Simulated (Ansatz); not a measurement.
# Ti: the cost of one run

Computed with Ansatz 0.2.0 (DFT PBEsol, scalar-relativistic, plane waves, PAW, unless a step's input says otherwise).

27 further runs of the same task are left out: 1 that didn't finish, 26 set aside as unsound or not needed.

## Step 1: Starting point

The structure is cubic, space group Im-3m (No. 229). The conventional cell has a = 3.210 Å, b = 3.210 Å, c = 3.210 Å, α = 90.00°, β = 90.00°, γ = 90.00°. Ti (site symmetry m-3m) has 8 Ti at 2.78 Å as nearest neighbours.

Coordinates:

```
Ti
1.0
    -1.60495    1.60495    1.60495
     1.60495   -1.60495    1.60495
     1.60495    1.60495   -1.60495
Ti
1
Cartesian
  0.0000 0.0000 0.0000
```

It is the result of an earlier relaxation at this level (volume 16.54 Å³/atom; gap on the mesh: none (metal)).

## Step 2: What is varied

The energy is mapped over volume and the cell's shape.

First coordinate, volume per atom: 7 values from 13.89 to 19.18 Å³. Second coordinate, c/a of the conventional cell: 9 values from 0.861 to 1.566.

Nothing else is relaxed (symmetry fixes all fractional coordinates). Energies count from the relaxed crystal. Points are written as (first, second).

## Step 3: Grid point (17.42 Å³, 0.861)

input.yaml reads:

```yaml
crystal:
  lattice:
    - [-1.7163720139, 1.7163720139, 1.4781395784]
    - [1.7163720139, -1.7163720139, 1.4781395784]
    - [1.7163720139, 1.7163720139, -1.4781395784]
  atoms:
    - { symbol: Ti, position: [0.0, 0.0, 0.0] }
basis:
  ecutwfc: 520.0
kpoints:
  mp_grid: { grid: [22, 22, 22] }
hamiltonian:
  xc: pbesol
  pseudopotentials: { kind: paw, azcp: { folder: soft_1 } }
scf:
  occupations: { method: gaussian, width: 0.15 }
output:
  forces: true
  stress: true
  eigenvalues: true
```

Started as:

```
$ ansatz run input.yaml --threads 1 --pin off --max-ram 2048MiB --backend cpu --events-out ev --progress --plain --runs-dir out
```

**Question.** How long does this run take on 1 thread of Arm Neoverse N1, shared host, and how much memory does it need?

About 20 s, with a peak of 0.47 GiB.
